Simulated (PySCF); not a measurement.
# C3H6ClFSi: the cost of one run

Computed with PySCF 2.14.0, with density-fitted response routines of our own, on a single molecule in the gas phase. Atoms count from 0, in the outputs and in this text.

### Step 1. The starting structure

12 atoms, charge 0, multiplicity 1; geometry from: PBE0-D3(BJ)/def2-SVP.

Bonds of the start (Å): C0–C1 1.33, C1–F2 1.35, C1–Si3 1.89, Si3–C4 1.89, C4–Cl5 1.79, C0–H6 1.09, C0–H7 1.09, Si3–H8 1.49, Si3–H9 1.49, C4–H10 1.10, C4–H11 1.10.

### Step 2. Core-electron binding energies: SCAN, X2C

The job: settings as JSON, then the geometry in Å.

```
{"job": {"kind": "xps"}, "charge": 0, "multiplicity": 1}
C      2.263226     0.528621    -0.088774
C      0.973887     0.724256    -0.361903
F      0.512408     1.980716    -0.536682
Si    -0.368246    -0.591929    -0.531305
C     -1.724457    -0.217042     0.729942
Cl    -3.051689    -1.405825     0.559985
H      2.640902    -0.484413     0.058634
H      2.961382     1.366948    -0.009831
H     -0.957179    -0.542281    -1.899030
H      0.242452    -1.924376    -0.264241
H     -2.139261     0.789724     0.574780
H     -1.344108    -0.272782     1.760300
```

Method: delta-SCF UKS SCAN, pcX-2 on the ionised atom, pcseg-1 elsewhere, spin-free X2C.

Launch:

```sh
$ OMP_NUM_THREADS=1 python probes_run.py task.json out
```

This one command runs all jobs of the session in turn.

Q: Estimate the wall time and peak memory of this first job on 1 thread of Arm Neoverse V1, shared host.

About 47 s, with a peak of 0.52 GiB.
